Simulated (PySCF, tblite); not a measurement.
# C2H5NO5Si: geometry, infrared bands and NMR shifts

What infrared bands and NMR shifts should C2H5NO5Si (`O=CN[Si](O)(O)OC=O`) show?

The runs use tblite 0.8.0 and PySCF 2.14.0, with density-fitted response routines of our own; the level of theory stands in each step. All values are computed, except where a source is named. Atoms are numbered from 0 throughout.

### 1 The molecule as given

14 atoms, charge 0, multiplicity 1; geometry from: force field or distance geometry start.

Bonds of the start (Å): O0–C1 1.23, C1–N2 1.37, N2–Si3 1.70, Si3–O4 1.64, Si3–O5 1.63, Si3–O6 1.65, O6–C7 1.35, C7–O8 1.22, C1–H9 1.10, N2–H10 1.01, O4–H11 0.97, O5–H12 0.98, C7–H13 1.10.

### 2 Relaxing the molecule with GFN2-xTB

What the job is given:

```
{"job": {"kind": "relax", "xc": "GFN2-xTB", "basis": "xTB"}, "charge": 0, "multiplicity": 1}
O     -2.373500     0.985500     1.037700
C     -2.372700     0.647300    -0.145500
N     -1.268400     0.275700    -0.859800
Si     0.302200     0.251600    -0.207500
O      0.445000     1.536300     0.805900
O      1.314100     0.383000    -1.484600
O      0.518800    -1.168800     0.594000
C      1.741600    -1.692700     0.840100
O      2.820300    -1.273100     0.456600
H     -3.294900     0.606000    -0.735400
H     -1.339500     0.055000    -1.845800
H     -0.368600     1.708400     1.312200
H      2.251100     0.300700    -1.222700
H      1.623800    -2.615300     1.432600
```

On the command line:

```
OMP_NUM_THREADS=1 python probes_run.py task.json out
```

This one command runs all jobs of the session in turn.

**Question.** This job is followed by: GFN2-xTB harmonic vibrations, gas phase; GIAO PBE0/pcSseg-1 NMR shielding, non-relativistic, gas phase. What will the session give for the following? strongest single infrared mode (GFN2-xTB); zero-point energy (GFN2-xTB); ¹³C shifts against TMS (PBE0/pcSseg-1); ¹H shifts against TMS (PBE0/pcSseg-1, means over atoms taken as alike); ¹⁷O shifts against H2O (PBE0/pcSseg-1, means over atoms taken as alike); ¹⁵N shifts against NH3 (PBE0/pcSseg-1); ²⁹Si shifts against TMS (PBE0/pcSseg-1).

As calculated:

```
                                                               quantity                          value
                              strongest single infrared mode (GFN2-xTB)          1739 cm⁻¹, 647 km/mol
                                           zero-point energy (GFN2-xTB)                  54.4 kcal/mol
                                 ¹³C shifts against TMS (PBE0/pcSseg-1)               168.9, 166.8 ppm
 ¹H shifts against TMS (PBE0/pcSseg-1, means over atoms taken as alike)     8.36, 8.13, 5.83, 4.64 ppm
¹⁷O shifts against H2O (PBE0/pcSseg-1, means over atoms taken as alike)  434.5, 413.2, 234.0, 74.9 ppm
                                 ¹⁵N shifts against NH3 (PBE0/pcSseg-1)                      140.8 ppm
                                ²⁹Si shifts against TMS (PBE0/pcSseg-1)                      -68.9 ppm
```

What this shows: The optimisation took 92 steps and gained 0.306 eV; among the close pairs (by a distance rule), N2–Si3 changed most, from 1.701 to 1.757 Å. All 36 modes are real, so the xTB geometry is a minimum. The strongest single mode, at 1739 cm⁻¹, moves mainly C1 and O0. Unscaled tight-binding wavenumbers are off by several per cent, some by more. Its intensities can rank the bands wrongly. At PBE0/pcSseg-1: Shielding is most anisotropic at O0 (span 672 ppm, paramagnetic term -479 ppm).
